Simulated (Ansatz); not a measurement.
AgB2 in Ansatz: convergence with ecutrho ratio

Crystal: AgB2.

```
Ag B
1.0
     3.00000    0.00000    0.00000
    -1.50000    2.59808    0.00000
     0.00000    0.00000    3.24000
Ag B
1 2
Direct
  0.00000 0.00000 0.00000
  0.66667 0.33333 0.50000
  0.33333 0.66667 0.50000
```

```yaml
Program: Ansatz 0.2.0
Task: convergence study
Functional: PBE
Potentials_or_basis: Ansatz PAW
Cutoff: 420 eV
Density_cutoff: 1680 eV
k_mesh: 9 × 9 × 7
Occupations: methfessel-paxton, width 0.05 eV
Spin: spin-orbit coupling, no magnetisation
```

These are the settings of the first run; the series varies ecutrho ratio, with any setting tied to it.

Hardware: 2 threads of Arm Neoverse V2 (shared host).

```tsv
ecutrho ratio	energy less the tightest run, at zero smearing (meV/atom)	SCF cycles	CPU time (s)	peak memory (GiB)
4	0.00	8	5.3	0.39
5	0.00	8	5.3	0.39
6	0.00	8	5.5	0.39
8	0.00	8	5.9	0.41
10	0.00	8	5.8	0.43
12	0.00	8	5.8	0.45
```

Against the tightest run, the energy stays within 1 meV/atom from 4 on. The tightest run that finished is the yardstick and may itself not be fully converged.
